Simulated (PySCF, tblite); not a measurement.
# C5H13FSi: geometry, infrared bands and NMR shifts

Aim: predict the infrared bands and NMR shifts of C5H13FSi (`C[SiH2]CC[C@H](C)F`).

Programs: tblite 0.8.0 and PySCF 2.14.0, with density-fitted response routines of our own. Each step states its level of theory. These are calculated values for one molecule in the gas phase, unless marked as measured. Atoms count from 0, in the outputs and in this text.

## Step 1: The molecule as given

20 atoms, charge 0, multiplicity 1; geometry from: force field or distance geometry start.

Bonds of the start (Å): C0–Si1 1.83, Si1–C2 1.88, C2–C3 1.52, C3–C4 1.52, C4–C5 1.51, C4–F6 1.37, C0–H7 1.10, C0–H8 1.10, C0–H9 1.09, Si1–H10 1.49, Si1–H11 1.49, C2–H12 1.10, C2–H13 1.10, C3–H14 1.11, C3–H15 1.10, C4–H16 1.10, C5–H17 1.10, C5–H18 1.10, C5–H19 1.09.

## Step 2: Geometry optimisation with GFN2-xTB

The job: settings as JSON, then the geometry in Å.

```
{"job": {"kind": "relax", "xc": "GFN2-xTB", "basis": "xTB"}, "charge": 0, "multiplicity": 1}
C     -3.570000     0.249700    -0.351300
Si    -2.047800    -0.442500     0.398400
C     -0.490200     0.234600    -0.407300
C      0.825600    -0.264200     0.160600
C      2.022200     0.339700    -0.547400
C      3.337300    -0.173700    -0.010800
F      1.993700     1.695000    -0.380100
H     -3.603300     1.346000    -0.241600
H     -4.469200    -0.158000     0.129600
H     -3.638100     0.016000    -1.413300
H     -2.011600    -0.134400     1.856900
H     -2.046200    -1.928400     0.267500
H     -0.536400     1.332900    -0.323900
H     -0.538600    -0.005100    -1.481700
H      0.875400    -0.004700     1.236700
H      0.870100    -1.364400     0.108300
H      1.966700     0.152100    -1.628000
H      3.441500     0.061300     1.055500
H      4.177100     0.313100    -0.519200
H      3.436600    -1.254400    -0.128900
```

Started as:

```bash
> OMP_NUM_THREADS=1 python probes_run.py task.json out
```

The driver reads the jobs from task.json and runs them one after another.

**Question.** This job is followed by: GFN2-xTB harmonic vibrations, gas phase; GIAO PBE0/pcSseg-1 NMR shielding, non-relativistic, gas phase. What will the session give for the following? strongest single infrared mode (GFN2-xTB); zero-point energy (GFN2-xTB); 13C shifts against TMS (PBE0/pcSseg-1); 1H shifts against TMS (PBE0/pcSseg-1, means over atoms taken as alike); 29Si shifts against TMS (PBE0/pcSseg-1); 19F shifts against CFCl3 (PBE0/pcSseg-1); surface potential, 1st and 99th percentile.

**Answer**, as computed:

| quantity | value |
| --- | --- |
| strongest single infrared mode (GFN2-xTB) | 2199 cm⁻¹, 416 km/mol |
| zero-point energy (GFN2-xTB) | 103.9 kcal/mol |
| 13C shifts against TMS (PBE0/pcSseg-1) | 96.2, 37.4, 24.2, 12.6, -6.7 ppm |
| 1H shifts against TMS (PBE0/pcSseg-1, means over atoms taken as alike) | 4.54, 4.11, 4.10, 1.49, 1.36, 1.34, 1.23, 0.52, 0.16 ppm |
| 29Si shifts against TMS (PBE0/pcSseg-1) | -39.0 ppm |
| 19F shifts against CFCl3 (PBE0/pcSseg-1) | -213.5 ppm |
| surface potential, 1st and 99th percentile | -1.14 V and 0.80 V |

**Reading.** The optimisation took 45 steps and gained 0.117 eV; among the close pairs (by a distance rule), C0–Si1 changed most, from 1.833 to 1.896 Å. No mode is imaginary among the 54: a minimum at this level. The strongest single mode, at 2199 cm⁻¹, moves mainly H11. Unscaled tight-binding wavenumbers are off by several per cent, some by more. Its intensities can rank the bands wrongly. The most deshielded hydrogen is H16 (hydrogen on an sp3 CH bonded to F), at 4.54 ppm: its carbon carries F, an electronegative neighbour. At PBE0/pcSseg-1: Shielding is most anisotropic at Si1 (span 82 ppm, paramagnetic term -493 ppm).
